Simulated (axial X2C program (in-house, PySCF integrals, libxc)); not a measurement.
# Linear CuSH at several levels

Aim: the two bond lengths and stretching wavenumbers of linear CuSH, with and without spin–orbit coupling, at PBE0, B3LYP.

The runs use an in-house X2C program for linear molecules on PySCF integrals; all-electron X2C, two-component (2c) or spin-free, Cu dyall-v3z, S dyall-av3z, H dyall-v3z.

All values are calculated.

2 further runs of the same task are left out: 2 set aside as unsound or not needed.

**1. The job**

task.json reads:

```json
{"zs": [29, 16, 1], "q": 0, "bas": ["dyall-v3z", "dyall-av3z", "dyall-v3z"], "r0": [2.15, 1.34], "symm": 0, "scan": ["PBE0", "HF", "B3LYP"], "levels": ["PBE0", "HF", "TPSSh"], "nst": 2}
```

Keys: zs atomic numbers; q charge; bas basis sets; r0 starting distance in Å; symm equal bonds; scan levels of the two-bond scan; levels methods; nst determinants followed.

On the command line:

```
$ python solin.py task.json out
```

Masses Cu 62.930, S 31.972, H 1.008 u.

**2. Scan at PBE0, 2c**

State: Ω = 0 (all partner blocks equally filled). Energies above the lowest point, from the job's result record:

```
r(Cu–S) (Å)  r(S–H) (Å)  E (meV)
     1.9919      1.2977    34.29
     1.9919      1.3310    19.16
     1.9919      1.3643    35.13
     2.0430      1.2977    15.37
     2.0430      1.3310     0.00
     2.0430      1.3643    15.73
     2.0430      1.3976    57.55
     2.0941      1.2977    33.00
     2.0941      1.3310    17.29
     2.0941      1.3643    32.71
     2.1452      1.3310    63.11
     2.1452      1.3976   119.27
```

A quadratic surface with cubic terms in each bond gives the minimum at 2.042 and 1.330 Å, force constants 2.24, 4.51 and coupling -0.03 mdyn/Å.

**3. Scan at B3LYP, 2c**

State: Ω = 0 (all partner blocks equally filled). Energies above the lowest point, from the job's result record:

```csv
r(Cu–S) (Å),r(S–H) (Å),E (meV)
1.9919,1.2977,45.52
1.9919,1.3310,29.68
1.9919,1.3643,44.17
2.0430,1.2977,16.10
2.0430,1.3310,0.00
2.0430,1.3643,14.24
2.0430,1.3976,53.84
2.0941,1.2977,24.00
2.0941,1.3310,7.55
2.0941,1.3643,21.45
2.1452,1.3310,44.40
2.1452,1.3976,96.75
```

A quadratic surface with cubic terms in each bond gives the minimum at 2.057 and 1.331 Å, force constants 2.15, 4.37 and coupling -0.03 mdyn/Å.

**4. Scan at PBE0, spin-free**

State: M_S = 0, Λ = 0 (closed shell). Energies above the lowest point, from the job's result record:

```
r(Cu–S) (Å)  r(S–H) (Å)  E (meV)
     1.9919      1.2977    33.87
     1.9919      1.3310    18.87
     1.9919      1.3643    34.95
     2.0430      1.2977    15.25
     2.0430      1.3310     0.00
     2.0430      1.3643    15.85
     2.0430      1.3976    57.78
     2.0941      1.2977    33.15
     2.0941      1.3310    17.58
     2.0941      1.3643    33.11
     2.1452      1.3310    63.66
     2.1452      1.3976   120.05
```

A quadratic surface with cubic terms in each bond gives the minimum at 2.042 and 1.330 Å, force constants 2.24, 4.52 and coupling -0.03 mdyn/Å.

**5. The levels side by side**

| level | r(Cu–S) (Å) | r(S–H) (Å) | lower stretch (cm⁻¹) | upper stretch (cm⁻¹) |
| --- | --- | --- | --- | --- |
| PBE0, 2c | 2.042 | 1.330 | 419.0 | 2801.4 |
| B3LYP, 2c | 2.057 | 1.331 | 410.6 | 2757.9 |
| PBE0, spin-free | 2.042 | 1.330 | 419.3 | 2802.1 |
| B3LYP, spin-free | 2.056 | 1.331 | 410.9 | 2758.7 |

Scans not shown above were run alike.

**Reading.** Over the levels the Cu–S bond spans 2.042 to 2.057 Å and the S–H bond 1.330 to 1.331 Å. At PBE0 spin–orbit coupling leaves both bonds unchanged to 0.001 Å. Each state is one determinant, the lowest of a limited PBE0 search; the stretches come from a fit to few points and are good to some per cent at best. The molecule was held linear; bending was not examined, so a bent shape may lie lower.
